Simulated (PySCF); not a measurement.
# C2H7GaO (SMILES C[O][GaH][CH3]) at TPSSh/ANO-RCC-MB (sfX2C)

What is the vertical ionisation energy of C2H7GaO at TPSSh/ANO-RCC-MB (sfX2C)? The job is set up through a Python script.

The results are computed with PySCF 2.14.0.

2 further runs of the same task are left out: 1 that didn't finish, 1 set aside as unsound or not needed.

## (1) The system as given

C2H7GaO: 11 atoms, total charge 0, spin state singlet. As SMILES, `C[O][GaH][CH3]`. The coordinates come from a PBE0-D4/def2-TZVP relaxation. This is one conformer, not always the lowest.

Bond lengths: C1–O2 1.399 Å, O2–Ga3 1.790 Å, Ga3–C4 1.962 Å, C1–H5 1.097 Å, C1–H6 1.097 Å, C1–H7 1.099 Å, Ga3–H8 1.559 Å, C4–H9 1.093 Å, C4–H10 1.090 Å, C4–H11 1.093 Å. Some angles: C1–O2–Ga3 124.2°, O2–Ga3–C4 117.5°, O2–C1–H5 110.2°, O2–C1–H6 110.2°, O2–C1–H7 113.5°, O2–Ga3–H8 112.0°, C4–Ga3–H8 130.6°, Ga3–C4–H9 110.4°, Ga3–C4–H10 111.4°, Ga3–C4–H11 110.5°.

## (2) A single-point energy at TPSSh/ANO-RCC-MB (sfX2C)

input.py reads:

```python
# C[O][GaH][CH3]
from pyscf import gto, dft

mol = gto.M(
    atom=[
    ('C', (-0.791600, 1.602400, 0.445600)),
    ('O', (-0.543500, 0.539300, 1.321100)),
    ('Ga', (0.230400, -1.001400, 0.840100)),
    ('C', (0.760100, -1.200000, -1.038200)),
    ('H', (-0.273700, 2.505300, 0.790600)),
    ('H', (-1.864800, 1.825700, 0.416600)),
    ('H', (-0.465300, 1.405800, -0.585500)),
    ('H', (0.366600, -1.985700, 2.041400)),
    ('H', (-0.112800, -1.118100, -1.690500)),
    ('H', (1.236500, -2.164400, -1.217400)),
    ('H', (1.458000, -0.409100, -1.323800)),
],
    verbose=4,
    max_memory=1860,
    spin=0,
    basis='ano-rcc-mb',
)

ks = dft.RKS(mol, xc='tpssh')
ks = ks.x2c()
ks.conv_tol = 1e-10
ks.grids.level = 4
ks.kernel()
if not ks.converged:
    ks = ks.newton().run(ks.mo_coeff, ks.mo_occ)

e_final = ks.e_tot
print('E(%s) = %.9f' % ('TPSSH', e_final))
```

Started as:

```console
$ OMP_NUM_THREADS=1 python input.py
```

Output:

```text
PySCF version 2.14.0

[INPUT] num. atoms = 11
[INPUT] num. electrons = 58
[INPUT] charge = 0
[INPUT] spin (= nelec alpha-beta = 2S) = 0
[INPUT] symmetry False subgroup None
[INPUT] Mole.unit = angstrom
[INPUT] Symbol           X                Y                Z      unit          X                Y                Z       unit  Magmom
[INPUT]  1 C     -0.791600000000   1.602400000000   0.445600000000 AA   -1.495907200206   3.028097142003   0.842061961106 Bohr   0.0
[INPUT]  2 O     -0.543500000000   0.539300000000   1.321100000000 AA   -1.027066148701   1.019129298978   2.496517183163 Bohr   0.0
[INPUT]  3 Ga     0.230400000000  -1.001400000000   0.840100000000 AA    0.435392899100  -1.892371741139   1.587558917247 Bohr   0.0
[INPUT]  4 C      0.760100000000  -1.200000000000  -1.038200000000 AA    1.436380827282  -2.267671349478  -1.961913662523 Bohr   0.0
[INPUT]  5 H     -0.273700000000   2.505300000000   0.790600000000 AA   -0.517218040293   4.734330859873   1.494017474081 Bohr   0.0
[INPUT]  6 H     -1.864800000000   1.825700000000   0.416600000000 AA   -3.523961277089   3.450072985618   0.787259903494 Bohr   0.0
[INPUT]  7 H     -0.465300000000   1.405800000000  -0.585500000000 AA   -0.879289565760   2.656576985914  -1.106434645933 Bohr   0.0
[INPUT]  8 H      0.366600000000  -1.985700000000   2.041400000000 AA    0.692773597266  -3.752429165549   3.857686910687 Bohr   0.0
[INPUT]  9 H     -0.112800000000  -1.118100000000  -1.690500000000 AA   -0.213161106851  -2.112902779876  -3.194582013577 Bohr   0.0
[INPUT] 10 H      1.236500000000  -2.164400000000  -1.217400000000 AA    2.336646353025  -4.090123224009  -2.300552584046 Bohr   0.0
[INPUT] 11 H      1.458000000000  -0.409100000000  -1.323800000000 AA    2.755220689616  -0.773086957560  -2.501619443699 Bohr   0.0

nuclear repulsion = 273.673487349685
number of shells = 16
number of NR pGTOs = 305
number of NR cGTOs = 40
basis = ano-rcc-mb
ecp = {}

******** <class 'pyscf.x2c.sfx2c1e.sfX2C1eRKS'> ********
method = sfX2C1eRKS
initial guess = minao
damping factor = 0
level_shift factor = 0
DIIS = <class 'pyscf.scf.diis.CDIIS'>
diis_start_cycle = 1
diis_space = 8
diis_damp = 0
SCF conv_tol = 1e-10
SCF conv_tol_grad = None
SCF max_cycles = 50
direct_scf = True
direct_scf_tol = 1e-13
XC library pyscf.dft.libxc version 7.0.0
    S. Lehtola, C. Steigemann, M. J.T. Oliveira, and M. A.L. Marques.,  SoftwareX 7, 1–5 (2018)
XC functionals = tpssh
radial grids:
    Treutler-Ahlrichs [JCP 102, 346 (1995); DOI:10.1063/1.469408] (M4) radial grids

becke partition: Becke, JCP 88, 2547 (1988); DOI:10.1063/1.454033
pruning grids: <function nwchem_prune>
grids dens level: 4
symmetrized grids: False
atomic radii adjust function: <function treutler_atomic_radii_adjust>
small_rho_cutoff = 0

******** <class 'pyscf.x2c.sfx2c1e.SpinFreeX2CHelper'> ********
approx = 1e
xuncontract = 1
Set gradient conv threshold to 1e-05
Initial guess from minao.
tot grids = 225816
init E= -2099.68068993651
  HOMO = -0.320312316322575  LUMO = -0.061463114929643  gap/eV = 7.04365
cycle= 1 E= -2099.32198206864  delta_E= 0.359  |g|= 0.544  |ddm|=    4
  HOMO = -0.0791801847591972  LUMO = 0.0205018769247247  gap/eV = 2.71249
cycle= 2 E= -2098.37514679495  delta_E= 0.947  |g|= 1.82  |ddm|= 3.13
  HOMO = -0.262299000089348  LUMO = -0.0553825071639825  gap/eV = 5.63048
cycle= 3 E= -2099.42916887806  delta_E= -1.05  |g|= 0.169  |ddm|= 2.44
  HOMO = -0.261653654816404  LUMO = -0.0598114418170765  gap/eV = 5.49241
cycle= 4 E= -2099.43794719129  delta_E= -0.00878  |g|= 0.0598  |ddm|= 0.365
  HOMO = -0.265877629941641  LUMO = -0.0626597847964829  gap/eV = 5.52984
cycle= 5 E= -2099.43910799241  delta_E= -0.00116  |g|= 0.0117  |ddm|= 0.0968
  HOMO = -0.267622380173922  LUMO = -0.062519710476216  gap/eV = 5.58113
cycle= 6 E= -2099.43916335119  delta_E= -5.54e-05  |g|= 0.00322  |ddm|= 0.0201
  HOMO = -0.267931735194429  LUMO = -0.0623197506452439  gap/eV = 5.59499
cycle= 7 E= -2099.43916698049  delta_E= -3.63e-06  |g|= 0.000413  |ddm|= 0.00486
  HOMO = -0.267999070659373  LUMO = -0.0623198882141525  gap/eV = 5.59682
cycle= 8 E= -2099.43916705416  delta_E= -7.37e-08  |g|= 4.08e-05  |ddm|= 0.000903
  HOMO = -0.268005024804322  LUMO = -0.0623268509492548  gap/eV = 5.59679
cycle= 9 E= -2099.43916705505  delta_E= -8.9e-10  |g|= 1.22e-05  |ddm|= 0.000114
  HOMO = -0.268002075782021  LUMO = -0.0623252511857138  gap/eV = 5.59675
cycle= 10 E= -2099.4391670551  delta_E= -5.18e-11  |g|= 1.07e-06  |ddm|= 1.94e-05
  HOMO = -0.26800154525776  LUMO = -0.0623252543378241  gap/eV = 5.59674
Extra cycle  E= -2099.4391670551  delta_E= 1.82e-12  |g|= 2.03e-06  |ddm|= 4.99e-06
converged SCF energy = -2099.4391670551
E(TPSSH) = -2099.439167055
```

Run time: 21 s. Hardware: 1 thread of Intel Xeon Platinum 8488C (Sapphire Rapids), shared host; peak memory 0.3 GiB.

## (3) The doublet cation, same level

job.py reads:

```python
from pyscf import gto, dft

mol = gto.M(
    atom='''
C       -0.791600       1.602400       0.445600
O       -0.543500       0.539300       1.321100
Ga       0.230400      -1.001400       0.840100
C        0.760100      -1.200000      -1.038200
H       -0.273700       2.505300       0.790600
H       -1.864800       1.825700       0.416600
H       -0.465300       1.405800      -0.585500
H        0.366600      -1.985700       2.041400
H       -0.112800      -1.118100      -1.690500
H        1.236500      -2.164400      -1.217400
H        1.458000      -0.409100      -1.323800
''',
    basis='ano-rcc-mb',
    max_memory=1860,
    spin=1,
    verbose=4,
    charge=1,
)

mf = dft.UKS(mol)
mf.xc = 'tpssh'
mf = mf.x2c()
mf.conv_tol = 1e-10
mf.grids.level = 4
mf.kernel()
if not mf.converged:
    mf = mf.newton().run(mf.mo_coeff, mf.mo_occ)

etot = mf.e_tot
print(f'total energy: {etot:.8f} hartree')
```

Started as:

```console
$ OMP_NUM_THREADS=1 python job.py
```

Output:

```text
PySCF version 2.14.0

[INPUT] num. atoms = 11
[INPUT] num. electrons = 57
[INPUT] charge = 1
[INPUT] spin (= nelec alpha-beta = 2S) = 1
[INPUT] symmetry False subgroup None
[INPUT] Mole.unit = angstrom
[INPUT] Symbol           X                Y                Z      unit          X                Y                Z       unit  Magmom
[INPUT]  1 C     -0.791600000000   1.602400000000   0.445600000000 AA   -1.495907200206   3.028097142003   0.842061961106 Bohr   0.0
[INPUT]  2 O     -0.543500000000   0.539300000000   1.321100000000 AA   -1.027066148701   1.019129298978   2.496517183163 Bohr   0.0
[INPUT]  3 Ga     0.230400000000  -1.001400000000   0.840100000000 AA    0.435392899100  -1.892371741139   1.587558917247 Bohr   0.0
[INPUT]  4 C      0.760100000000  -1.200000000000  -1.038200000000 AA    1.436380827282  -2.267671349478  -1.961913662523 Bohr   0.0
[INPUT]  5 H     -0.273700000000   2.505300000000   0.790600000000 AA   -0.517218040293   4.734330859873   1.494017474081 Bohr   0.0
[INPUT]  6 H     -1.864800000000   1.825700000000   0.416600000000 AA   -3.523961277089   3.450072985618   0.787259903494 Bohr   0.0
[INPUT]  7 H     -0.465300000000   1.405800000000  -0.585500000000 AA   -0.879289565760   2.656576985914  -1.106434645933 Bohr   0.0
[INPUT]  8 H      0.366600000000  -1.985700000000   2.041400000000 AA    0.692773597266  -3.752429165549   3.857686910687 Bohr   0.0
[INPUT]  9 H     -0.112800000000  -1.118100000000  -1.690500000000 AA   -0.213161106851  -2.112902779876  -3.194582013577 Bohr   0.0
[INPUT] 10 H      1.236500000000  -2.164400000000  -1.217400000000 AA    2.336646353025  -4.090123224009  -2.300552584046 Bohr   0.0
[INPUT] 11 H      1.458000000000  -0.409100000000  -1.323800000000 AA    2.755220689616  -0.773086957560  -2.501619443699 Bohr   0.0

nuclear repulsion = 273.673487349685
number of shells = 16
number of NR pGTOs = 305
number of NR cGTOs = 40
basis = ano-rcc-mb
ecp = {}

[... 130 lines left out ...]
converged SCF energy = -2099.05620058395  <S^2> = 0.75714287  2S+1 = 2.0071302
total energy: -2099.05620058 hartree
```

Wall time 48 s (1 thread of Intel Xeon Platinum 8488C (Sapphire Rapids), shared host); peak memory 0.33 GiB.

## (4) Results

Level: TPSSh/ANO-RCC-MB (sfX2C).

| quantity | value |
| --- | --- |
| singlet C2H7GaO: total energy | -2099.43917 Eh |
| singlet C2H7GaO: dipole moment | 1.82 D |
| singlet C2H7GaO: HOMO energy | -7.29 eV |
| singlet C2H7GaO: LUMO energy | -1.70 eV |
| singlet C2H7GaO: HOMO–LUMO gap | 5.60 eV |
| doublet cation: total energy | -2099.05620 Eh |
| doublet cation: HOMO energy (highest over α and β) | -14.90 eV |
| doublet cation: LUMO energy (lowest over α and β) | -13.45 eV |
| doublet cation: ⟨S²⟩ | 0.757 |
| vertical ionisation energy (to the doublet cation) | 10.421 eV |

**Reading.** The vertical ionisation energy comes to 10.42 eV (240 kcal/mol). The negative HOMO energy of the first species, 7.29 eV, lies 3.13 eV below that difference. In a minimal basis such a difference can be off by several eV, whatever the method.
